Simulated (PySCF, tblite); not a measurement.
# C₁₀H₁₅FN−: geometry, infrared bands, NMR shifts, spin-spin couplings and electronic excitations

Aim: predict the infrared bands, NMR shifts, spin-spin couplings and electronic excitations of C₁₀H₁₅FN− (`CCCc1cc(F)[n-]c1CCC`).

Programs: tblite 0.8.0 and PySCF 2.14.0, with density-fitted response routines of our own. Each step states its level of theory. These are calculated values for one molecule in the gas phase, unless marked as measured. Atoms are numbered from 0 throughout.

### 1 The molecule as given

27 atoms, charge -1, multiplicity 1; geometry from: force field or distance geometry start.

Bonds of the start (Å): C0–C1 1.54, C1–C2 1.54, C2–C3 1.50, C3–C4 1.42, C4–C5 1.38, C5–F6 1.38, C5–N7 1.32, N7–C8 1.35, C8–C9 1.51, C9–C10 1.53, C10–C11 1.52, C8–C3 1.38, C0–H12 1.08, C0–H13 1.09, C0–H14 1.09, C1–H15 1.07, C1–H16 1.10, C2–H17 1.10, C2–H18 1.09, C4–H19 1.08, C9–H20 1.09, C9–H21 1.10, C10–H22 1.08, C10–H23 1.09, C11–H24 1.09, C11–H25 1.09, C11–H26 1.09.

### 2 Relaxing the molecule with GFN2-xTB

Job settings and geometry (Å):

```
{"job": {"kind": "relax", "xc": "GFN2-xTB", "basis": "xTB"}, "charge": -1, "multiplicity": 1}
C      3.281300     0.922500    -0.028500
C      1.894800     1.528200     0.234700
C      1.061000     0.600700     1.141100
C      0.715700    -0.690700     0.469200
C      1.437700    -1.908300     0.603300
C      0.741200    -2.789500    -0.205800
F      1.077600    -4.112100    -0.405100
N     -0.312100    -2.257700    -0.804200
C     -0.328100    -0.972900    -0.391800
C     -1.435100    -0.050000    -0.826600
C     -2.620400    -0.089900     0.137000
C     -3.728900     0.878800    -0.256000
H      3.142100    -0.067800    -0.438000
H      3.846200     0.837100     0.894600
H      3.838700     1.547700    -0.724600
H      1.374900     1.667600    -0.692200
H      2.012300     2.510100     0.723000
H      0.130500     1.131200     1.406500
H      1.604700     0.415800     2.070200
H      2.326000    -2.097400     1.190900
H     -1.778500    -0.346400    -1.819100
H     -1.058000     0.981600    -0.895300
H     -3.002300    -1.098800     0.178000
H     -2.268200     0.148100     1.142000
H     -4.559600     0.836100     0.444000
H     -3.358800     1.903400    -0.260100
H     -4.094100     0.651900    -1.254000
```

The run is started by

```console
$ OMP_NUM_THREADS=2 python probes_run.py task.json out
```

This one command runs all jobs of the session in turn.

**Question.** This job is followed by: GFN2-xTB harmonic vibrations, gas phase; PBE0-D3(BJ)/def2-SVP geometry optimisation, gas phase; GIAO PBE0/pcSseg-1 NMR shielding, non-relativistic, gas phase; B3LYP/pcJ-1 indirect spin-spin coupling, non-relativistic, gas phase; TDDFT CAM-B3LYP/def2-SVPD, vertical, gas phase, core orbitals frozen in the response; GIAO PBE/pcSseg-1 NMR shielding, non-relativistic, gas phase. What will the session give for the following? strongest single infrared mode (GFN2-xTB); zero-point energy (GFN2-xTB); point group; rotational constants (main isotopes); 13C shifts against TMS (PBE0/pcSseg-1); 1H shifts against TMS (PBE0/pcSseg-1, means over atoms taken as alike); 19F shifts against CFCl3 (PBE0/pcSseg-1); 15N shifts against NH3 (PBE0/pcSseg-1); largest coupling of the table (B3LYP/pcJ-1); lowest singlet (CAM-B3LYP/def2-SVPD); brightest single state of those computed; lowest triplet; range of the shift of F6.

**Answer**, as computed:

| quantity | value |
| --- | --- |
| strongest single infrared mode (GFN2-xTB) | 3073 cm⁻¹, 169 km/mol |
| zero-point energy (GFN2-xTB) | 142.4 kcal/mol |
| point group | C1 |
| rotational constants (main isotopes) | 0.94, 0.66, 0.42 GHz |
| 13C shifts against TMS (PBE0/pcSseg-1) | 161.5, 123.0, 110.8, 82.9, 35.4, 31.8, 30.2, 27.8, 17.9, 15.0 ppm |
| 1H shifts against TMS (PBE0/pcSseg-1, means over atoms taken as alike) | 4.64, 2.32, 2.17, 1.68, 1.02, 0.91, 0.82 ppm |
| 19F shifts against CFCl3 (PBE0/pcSseg-1) | -145.6 ppm |
| 15N shifts against NH3 (PBE0/pcSseg-1) | 263.0 ppm |
| largest coupling of the table (B3LYP/pcJ-1) | 1J(C,F) C5–F6, -270.4 Hz |
| lowest singlet (CAM-B3LYP/def2-SVPD) | 3.92 eV (316 nm), f = 0.014 |
| brightest single state of those computed | state 9, 5.41 eV, f = 0.022 |
| lowest triplet | 3.81 eV |
| range of the shift of F6 | -161.9 to -145.6 ppm |

In words: Relaxing lowered the energy by 0.033 eV in 12 steps; the close pair that moved most is C1–H15, from 1.072 to 1.092 Å (GFN2-xTB). No mode is imaginary among the 75: a minimum at this level. The strongest single mode, at 3073 cm⁻¹, moves mainly H19. Unscaled tight-binding wavenumbers are off by several per cent, some by more. Its intensities can rank the bands wrongly. The start of the PBE0/def2-SVP relaxation was shaken at random by about 0.01 Å, so part of the energy gained, and of the first lengths quoted, undoes that. The optimisation took 20 steps and gained 0.309 eV; among the close pairs (by a distance rule), C0–H12 changed most, from 1.067 to 1.101 Å (PBE0/def2-SVP). No frequency check was run at this level, so the end point may be a saddle. At PBE0/pcSseg-1: Shielding is most anisotropic at N7 (span 374 ppm, paramagnetic term -341 ppm). In the run at B3LYP/pcJ-1, the largest coupling of the table is C5–F6, -270.4 Hz, of which the Fermi-contact term gives -289.1 Hz. Couplings across rotatable bonds belong to this one conformer; where others are populated, the observed values are averages, and the simulated multiplets take (2 J gauche + J anti)/3 across rotating chain bonds. The first singlet state (HOMO→LUMO 0.66, HOMO→LUMO+1 0.19) lies at 3.92 eV and is weak; of the 10 states computed, the strongest absorption comes from state 9 at 5.41 eV. The lowest triplet lies 0.10 eV below the lowest singlet (triplets in Tamm-Dancoff, singlets in full TDDFT). The lowest singlet lies above −ε(HOMO); no detachment energy was computed, so the anion's states may not be bound. Across the 2 runs the shift of F6 moves most, between -161.9 (PBE/pcSseg-1) and -145.6 ppm (PBE0/pcSseg-1). At PBE/pcSseg-1 the HOMO lies above zero (+0.63 eV), as often for anions in the gas phase: self-interaction error lifts it, or the electron is held by the finite basis alone; counter-ions and solvent are missing. These values are for one conformer; the search (at its own cheap level) found 2 more, at 0.12, 2.05 kcal/mol, and measured spectra average over such forms.
